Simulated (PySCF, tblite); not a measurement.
# Ge₂₈H₃₅ radical: spin distribution

What do calculations give for the spin distribution of Ge₂₈H₃₅ radical?

Programs: tblite 0.8.0 and PySCF 2.14.0, with routines of our own; each step states its level. All values are computed. Atoms count from 0.

## (1) The system as given

63 atoms, charge 0, multiplicity 2; geometry from: force field, distance geometry or constructed start.

## (2) Relaxing the molecule with GFN2-xTB

Job settings and geometry (Å):

```
{"job": {"kind": "relax", "xc": "GFN2-xTB", "basis": "xTB"}, "charge": 0, "multiplicity": 2}
Ge     0.056500     0.797900    -5.285600
Ge     2.048800    -0.352600    -2.024200
Ge     2.057200    -0.357500    -4.466300
Ge    -1.949500    -0.350800    -2.023500
Ge    -1.949800    -0.356400    -4.463900
Ge     0.048300    -3.820500    -2.019900
Ge     0.051700     0.801400     5.329300
Ge     0.055000     0.802400     1.250800
Ge     2.054700    -0.357300     4.515600
Ge     0.048800     0.798900    -1.199100
Ge     2.049900    -0.356400     2.063900
Ge     2.049500    -2.667100     1.249300
Ge     2.048600    -2.664400    -1.195700
Ge    -1.946600    -0.355800     4.513300
Ge    -1.951000    -0.350100     2.066200
Ge    -1.950700    -2.664500     1.255600
Ge    -1.948400    -2.663200    -1.199800
Ge     0.050500    -3.823400     2.065000
Ge     0.051000    -6.128100     1.251800
Ge     0.054400    -6.129000    -1.198000
Ge     0.049300     3.113400    -2.015800
Ge     0.050700     3.111100    -4.467500
Ge     2.055400     4.269100     1.255900
Ge     2.047800     4.260200    -1.202200
Ge    -1.948300     4.267100     1.250200
Ge     0.045500     3.108700     4.518500
Ge    -1.948100     4.266800    -1.201400
Ge     0.051000     3.110200     2.067200
H      0.052200     0.800100    -6.816000
H      3.302300     0.366500    -1.503900
H      3.304800     0.366700    -4.978400
H      2.050100    -1.796400    -4.977100
H     -3.199100     0.366200    -1.509200
H     -3.196000     0.364800    -4.973600
H     -1.947600    -1.795900    -4.980600
H      0.052100    -3.817800    -3.550200
H      0.050800     0.799800     6.858500
H      3.302100     0.368600     5.023400
H      2.053100    -1.801600     5.025900
H      3.296400    -3.382900     1.760500
H      3.301100    -3.388600    -1.706900
H     -3.192200     0.360500     5.029700
H     -1.943900    -1.796700     5.022400
H     -3.195500     0.365600     1.554200
H     -3.201800    -3.384600     1.761700
H     -3.200000    -3.384700    -1.714100
H      0.054000    -3.819900     3.595400
H      1.300500    -6.848500     1.761600
H     -1.196100    -6.850700     1.759500
H      1.302700    -6.850400    -1.708700
H     -1.198600    -6.858400    -1.707600
H      1.307400     3.832200    -4.977600
H     -1.198100     3.830500    -4.977200
H      2.048600     5.705400     1.756300
H      3.301900     3.542400     1.760800
H      2.051500     5.710000    -1.710100
H      3.307800     3.537600    -1.712600
H     -3.195400     3.550900     1.758600
H     -1.948700     5.706300     1.763300
H      1.299900     3.832900     5.025000
H     -1.201500     3.831800     5.027500
H     -3.194200     3.543000    -1.712600
H     -1.947100     5.707700    -1.709900
```

Started as:

```sh
$ OMP_NUM_THREADS=8 python large_run.py task.json out
```

The driver reads the jobs from task.json and runs them one after another.

The log of the run:

```text
step      E/eV     max force
  0   -1964.66876    1.016
  1   -1964.78858    0.933
  2   -1965.05891    0.588
  3   -1965.11005    0.512
  4   -1965.24922    0.301
  5   -1965.26537    0.253
  6   -1965.31129    0.197
  7   -1965.33175    0.200
  8   -1965.35002    0.172
  9   -1965.36044    0.174
 10   -1965.37198    0.167
 11   -1965.38210    0.173
 12   -1965.39248    0.165
 13   -1965.40284    0.172
 14   -1965.41237    0.148
 15   -1965.41959    0.128
 16   -1965.42478    0.119
 17   -1965.42909    0.109
 18   -1965.43356    0.104
 19   -1965.43832    0.110
 20   -1965.44329    0.106
 21   -1965.44852    0.118
 22   -1965.45378    0.115
 23   -1965.45828    0.099
 24   -1965.46165    0.100
 25   -1965.46437    0.081
 26   -1965.46702    0.098
 27   -1965.46943    0.071
 28   -1965.47128    0.069
 29   -1965.47274    0.068
 30   -1965.47413    0.060
 31   -1965.47562    0.059
 32   -1965.47720    0.063
 33   -1965.47874    0.062
 34   -1965.48015    0.055
 35   -1965.48135    0.047
 36   -1965.48226    0.046
 37   -1965.48296    0.039
 38   -1965.48359    0.051
 39   -1965.48417    0.045
 40   -1965.48461    0.035
 41   -1965.48491    0.030
 42   -1965.48517    0.027
 43   -1965.48545    0.032
 44   -1965.48573    0.027
 45   -1965.48601    0.029
 46   -1965.48628    0.029
 47   -1965.48655    0.028
 48   -1965.48679    0.024
 49   -1965.48700    0.024
 50   -1965.48719    0.025
 51   -1965.48739    0.019
```

Run time: 14 s. Hardware: 8 threads of Arm Neoverse V1, shared host; peak memory 0.14 GiB.

The steps of the relaxation:

```
step  energy from step 0 (eV)  largest force (eV/Å)
   0                   0.0000                1.0164
   1                  -0.1198                0.9333
   2                  -0.3901                0.5880
   3                  -0.4413                0.5121
   4                  -0.5805                0.3006
   5                  -0.5966                0.2538
   6                  -0.6425                0.1970
   7                  -0.6630                0.1995
   8                  -0.6813                0.1723
  11                  -0.7133                0.1727
  15                  -0.7508                0.1276
  18                  -0.7648                0.1042
  22                  -0.7850                0.1141
  25                  -0.7956                0.0803
  29                  -0.8040                0.0676
  32                  -0.8084                0.0624
  36                  -0.8135                0.0465
  39                  -0.8154                0.0450
  43                  -0.8167                0.0319
  47                  -0.8178                0.0284
  48                  -0.8180                0.0240
  49                  -0.8182                0.0245
  50                  -0.8184                0.0250
  51                  -0.8186                0.0189
```

Close pairs (by a distance rule), those that changed most:

```
     bond  before (Å)  after (Å)  change (Å)
 Ge7–Ge10       2.446      2.553      +0.107
  Ge7–Ge9       2.450      2.523      +0.073
 Ge7–Ge14       2.453      2.526      +0.073
Ge10–Ge11       2.450      2.500      +0.050
 Ge9–Ge20       2.454      2.504      +0.049
 Ge8–Ge10       2.452      2.499      +0.047
Ge11–Ge17       2.449      2.495      +0.046
Ge18–Ge19       2.450      2.404      -0.046
```

The end geometry stands in the next job.

## (3) Spin distribution: UKS PBE/def2-SVP

Job settings and geometry (Å):

```
{"job": {"kind": "spin", "xc": "PBE", "basis": "def2-SVP", "grid": 1}, "charge": 0, "multiplicity": 2}
Ge     0.067640     0.764743    -5.419406
Ge     1.892023    -0.429561    -2.077038
Ge     2.021686    -0.328240    -4.506029
Ge    -1.892428    -0.314181    -2.089749
Ge    -1.923076    -0.272798    -4.523713
Ge     0.051005    -3.892145    -1.981093
Ge     0.076311     0.794157     5.443031
Ge     0.212365     0.785025     1.319855
Ge     2.054256    -0.314428     4.509930
Ge     0.041292     0.965625    -1.190905
Ge     2.468501    -0.160736     2.050415
Ge     2.029956    -2.534384     1.398813
Ge     1.976753    -2.665851    -1.079947
Ge    -1.906462    -0.306479     4.604487
Ge    -1.804536    -0.466209     2.182853
Ge    -1.907782    -2.697053     1.171978
Ge    -1.938798    -2.629900    -1.291691
Ge     0.043083    -3.903470     2.033271
Ge     0.098912    -6.194160     1.203505
Ge     0.029252    -6.183090    -1.199677
Ge     0.060373     3.255230    -2.203378
Ge     0.053734     3.060904    -4.651553
Ge     1.956848     4.239941     1.253419
Ge     2.014436     4.288237    -1.163679
Ge    -1.942694     4.237203     1.205309
Ge     0.028072     3.078140     4.635484
Ge    -1.923459     4.282255    -1.212082
Ge    -0.002927     3.113174     2.182725
H      0.033490     0.786106    -6.954917
H      3.178382     0.281491    -1.590033
H      3.291781     0.329627    -5.019089
H      2.122900    -1.723779    -5.105649
H     -3.217989     0.311700    -1.610268
H     -3.197469     0.340535    -5.079912
H     -2.024003    -1.705337    -5.032348
H      0.097165    -3.894045    -3.521750
H      0.056156     0.785734     6.983479
H      3.200584     0.298535     5.321655
H      2.088146    -1.726012     5.116819
H      3.221334    -3.486690     1.690856
H      3.218800    -3.332185    -1.698927
H     -3.204491     0.337529     5.068198
H     -2.039442    -1.714276     5.166529
H     -2.950111     0.426731     1.639788
H     -3.172521    -3.339106     1.777271
H     -3.228348    -3.344170    -1.739177
H     -0.090039    -3.896567     3.574012
H      1.282465    -6.951390     1.781469
H     -1.083003    -6.930278     1.817315
H      1.207197    -6.969695    -1.745687
H     -1.158031    -6.992927    -1.692998
H      1.226509     3.883865    -5.172908
H     -1.128677     3.870265    -5.175681
H      2.178019     5.645911     1.796000
H      3.219726     3.528308     1.737684
H      2.210755     5.707333    -1.681813
H      3.273595     3.601248    -1.675134
H     -3.228083     3.604791     1.723528
H     -2.054632     5.649848     1.766274
H      1.212134     3.882059     5.157875
H     -1.143422     3.869537     5.205375
H     -3.186677     3.603764    -1.726758
H     -2.130877     5.711720    -1.698429
```

With the program's defaults for keys left out, this is: UKS PBE/def2-SVP single point, non-relativistic, gas phase.

The log of the run:

```text
start: PBE on a coarse grid of 272811 points
cycle   1  E = -58161.1115495888  dE = -1.394e+01  |g| = 1.690e+00  |ddm| = 6.941e+00
cycle   2  E = -58160.7828511893  dE =  3.287e-01  |g| = 2.056e+00  |ddm| = 2.693e+00
cycle   3  E = -58161.5542262771  dE = -7.714e-01  |g| = 2.650e-01  |ddm| = 1.994e+00
cycle   4  E = -58161.6054567669  dE = -5.123e-02  |g| = 8.133e-02  |ddm| = 6.240e-01
cycle   5  E = -58161.6092575990  dE = -3.801e-03  |g| = 4.305e-02  |ddm| = 2.083e-01
cycle   6  E = -58161.6105213721  dE = -1.264e-03  |g| = 1.033e-02  |ddm| = 8.401e-02
cycle   7  E = -58161.6105673222  dE = -4.595e-05  |g| = 5.314e-03  |ddm| = 2.556e-02
final grid: 272811 points
cycle   8  E = -58161.6104545411  dE =  1.128e-04  |g| = 1.344e-02  |ddm| = 3.378e-02
cycle   9  E = -58161.6094711745  dE =  9.834e-04  |g| = 3.786e-02  |ddm| = 9.397e-02
cycle  10  E = -58161.6105822962  dE = -1.111e-03  |g| = 4.384e-03  |ddm| = 7.253e-02
cycle  11  E = -58161.6105963112  dE = -1.401e-05  |g| = 7.903e-04  |ddm| = 8.029e-03
cycle  12  E = -58161.6105968544  dE = -5.432e-07  |g| = 1.734e-04  |ddm| = 1.530e-03
cycle  13  E = -58161.6105959609  dE =  8.934e-07  |g| = 7.675e-05  |ddm| = 4.003e-04
converged SCF energy = -58161.6105959609
<S^2> = 0.7527

atom   charge     spin (Mulliken)
  0 Ge   0.0390  -0.0000
  1 Ge  -0.0038   0.0072
  2 Ge   0.0843  -0.0004
  3 Ge   0.0410   0.0053
  4 Ge   0.0691   0.0000
  5 Ge   0.0144   0.0018
  6 Ge   0.0521   0.0396
  7 Ge  -0.1875   0.0721
  8 Ge   0.0110   0.0265
  9 Ge  -0.1101  -0.0067
 10 Ge   0.1295   0.6220
 11 Ge  -0.0406   0.0168
 12 Ge   0.0196  -0.0031
 13 Ge   0.0823  -0.0020
 14 Ge   0.0477   0.0805
 15 Ge   0.0081  -0.0033
 16 Ge   0.0149  -0.0005
 17 Ge   0.0307   0.0696
 18 Ge   0.0840   0.0156
 19 Ge   0.0802  -0.0005
 20 Ge  -0.0223  -0.0009
 21 Ge   0.0775  -0.0003
 22 Ge   0.0750   0.0066
 23 Ge   0.0878   0.0002
 24 Ge   0.0845   0.0028
 25 Ge   0.0737  -0.0018
 26 Ge   0.0774   0.0001
 27 Ge  -0.0255  -0.0090
 28 H   -0.0161  -0.0000
 29 H   -0.0326   0.0037
 30 H   -0.0278   0.0007
 31 H   -0.0291  -0.0001
 32 H   -0.0262   0.0003
 33 H   -0.0264   0.0001
 34 H   -0.0283   0.0002
 35 H   -0.0163  -0.0001
 36 H   -0.0132   0.0035
 37 H   -0.0270   0.0032
 38 H   -0.0256   0.0093
 39 H   -0.0213  -0.0017
 40 H   -0.0191  -0.0003
 41 H   -0.0278   0.0054
 42 H   -0.0273   0.0009
 43 H   -0.0241   0.0150
 44 H   -0.0169   0.0137
 45 H   -0.0156   0.0013
 46 H   -0.0162  -0.0023
 47 H   -0.0258  -0.0009
 48 H   -0.0283   0.0063
 49 H   -0.0291   0.0002
 50 H   -0.0290   0.0007
 51 H   -0.0260  -0.0000
 52 H   -0.0264  -0.0001
 53 H   -0.0249  -0.0006
 54 H   -0.0360   0.0007
 55 H   -0.0275   0.0003
 56 H   -0.0319   0.0003
 57 H   -0.0310   0.0003
 58 H   -0.0281  -0.0001
 59 H   -0.0268   0.0008
 60 H   -0.0279   0.0011
 61 H   -0.0317   0.0001
 62 H   -0.0266   0.0000

charge  mult   E - E0 / eV    <S^2>
   0     4       3.2083     3.754
   1     1       6.7931     0.000
  -1     1      -3.3693     0.000
```

Run time: 3.1 min. Hardware: 8 threads of Arm Neoverse V1, shared host; peak memory 7.5 GiB.

From this job:

```
quantity  value
    ⟨S²⟩  0.753
```

Mulliken spin populations:

Ge0 0.00; Ge1 0.01; Ge2 0.00; Ge3 0.01; Ge4 0.00; Ge5 0.00; Ge6 0.04; Ge7 0.07; Ge8 0.03; Ge9 -0.01; Ge10 0.62; Ge11 0.02; Ge12 0.00; Ge13 0.00; Ge14 0.08; Ge15 0.00; Ge16 0.00; Ge17 0.07; Ge18 0.02; Ge19 0.00; Ge20 0.00; Ge21 0.00; Ge22 0.01; Ge23 0.00; Ge24 0.00; Ge25 0.00; Ge26 0.00; Ge27 -0.01; H28 0.00; H29 0.00; H30 0.00; H31 0.00; H32 0.00; H33 0.00; H34 0.00; H35 0.00; H36 0.00; H37 0.00; H38 0.01; H39 0.00; H40 0.00; H41 0.01; H42 0.00; H43 0.01; H44 0.01; H45 0.00; H46 0.00; H47 0.00; H48 0.01; H49 0.00; H50 0.00; H51 0.00; H52 0.00; H53 0.00; H54 0.00; H55 0.00; H56 0.00; H57 0.00; H58 0.00; H59 0.00; H60 0.00; H61 0.00; H62 0.00

## (4) What came out

| quantity | value |
| --- | --- |
| ⟨S²⟩ (step 3, UKS PBE/def2-SVP) | 0.753 |
| largest Mulliken spins | Ge10 +0.62, Ge14 +0.08, Ge7 +0.07, Ge17 +0.07 |
| charge 0, multiplicity 4 | +3.21 eV from this state |
| charge 1, multiplicity 1 | +6.79 eV from this state |
| charge -1, multiplicity 1 | -3.37 eV from this state |

Steps that list no spin-orbit terms leave them out, which matters at and beside the heavy atoms. The largest spin population, +0.62, lies on Ge10.
